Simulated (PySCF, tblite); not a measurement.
# C₅H₁₀FGaO: geometry, infrared bands and NMR shifts

Aim: predict the infrared bands and NMR shifts of C₅H₁₀FGaO (`F[C@@H]1[GaH2-][O+]2CC[C@@H]1C2`).

The runs use tblite 0.8.0 and PySCF 2.14.0, with density-fitted response routines of our own; the level of theory stands in each step. All values are computed, except where a source is named. Atoms count from 0, in the outputs and in this text.

**1. Starting geometry**

18 atoms, charge 0, multiplicity 1; geometry from: force field or distance geometry start.

Bonds of the start (Å): F0–C1 1.37, C1–Ga2 2.02, Ga2–O3 1.87, O3–C4 1.41, C4–C5 1.50, C5–C6 1.53, C6–C7 1.52, C6–C1 1.52, C7–O3 1.41, C1–H8 1.10, Ga2–H9 1.58, Ga2–H10 1.59, C4–H11 1.10, C4–H12 1.12, C5–H13 1.10, C5–H14 1.12, C6–H15 1.10, C7–H16 1.10, C7–H17 1.09.

**2. Optimising the geometry with GFN2-xTB**

What the job is given:

```
{"job": {"kind": "relax", "xc": "GFN2-xTB", "basis": "xTB"}, "charge": 0, "multiplicity": 1}
F      0.740100     1.258800     2.325900
C      0.275000     0.254000     1.522300
Ga     1.696800    -0.399700     0.241100
O      0.641300     0.017800    -1.247200
C     -0.366900    -0.966500    -1.151800
C     -1.411200    -0.475600    -0.200100
C     -0.729100     0.709900     0.482100
C      0.085700     1.194900    -0.709200
H     -0.069500    -0.644000     2.065800
H      3.011900     0.483100     0.298300
H      1.936600    -1.971500     0.358500
H     -0.749400    -1.281000    -2.134700
H      0.085200    -1.872500    -0.680400
H     -1.757300    -1.230100     0.514700
H     -2.318000    -0.061200    -0.707200
H     -1.437200     1.453900     0.873500
H     -0.543600     1.684300    -1.470800
H      0.900900     1.851900    -0.392200
```

On the command line:

```bash
> OMP_NUM_THREADS=1 python probes_run.py task.json out
```

The driver reads the jobs from task.json and runs them one after another.

**Question.** This job is followed by: GFN2-xTB harmonic vibrations, gas phase; GIAO PBE0/pcSseg-1 NMR shielding, non-relativistic, gas phase. Predict these results of the whole session: strongest single infrared mode (GFN2-xTB); zero-point energy (GFN2-xTB); 13C shifts against TMS (PBE0/pcSseg-1); 1H shifts against TMS (PBE0/pcSseg-1); 19F shifts against CFCl3 (PBE0/pcSseg-1); 17O shifts against H2O (PBE0/pcSseg-1); shieldings of Ga (PBE0/pcSseg-1).

**Answer**, as computed:

```
                                 quantity                                                           value
strongest single infrared mode (GFN2-xTB)                                           1731 cm⁻¹, 446 km/mol
             zero-point energy (GFN2-xTB)                                                   84.9 kcal/mol
   13C shifts against TMS (PBE0/pcSseg-1)                               100.8, 75.5, 72.6, 47.2, 26.8 ppm
    1H shifts against TMS (PBE0/pcSseg-1)  5.19, 5.14, 4.92, 4.60, 4.38, 3.84, 3.40, 2.92, 1.90, 1.36 ppm
 19F shifts against CFCl3 (PBE0/pcSseg-1)                                                      -223.2 ppm
   17O shifts against H2O (PBE0/pcSseg-1)                                                        48.0 ppm
         shieldings of Ga (PBE0/pcSseg-1)                                                  Ga2 1388.4 ppm
```

**Reading.** The optimisation took 77 steps and gained 0.960 eV; among the close pairs (by a distance rule), Ga2–O3 changed most, from 1.872 to 2.184 Å. No mode is imaginary among the 48: a minimum at this level. The strongest single mode, at 1731 cm⁻¹, moves mainly H9. GFN2-xTB is a fitted tight-binding method: band positions and strengths are rough. Its intensities can rank the bands wrongly. The most deshielded hydrogen is H8 (hydrogen on an sp3 CH bonded to F and Ga), at 5.19 ppm: its carbon carries F, which withdraws density. At PBE0/pcSseg-1: Shielding is most anisotropic at Ga2 (span 208 ppm, paramagnetic term -1248 ppm). Spin-orbit coupling is left out, which matters for shieldings and couplings at and beside the heavy atoms.
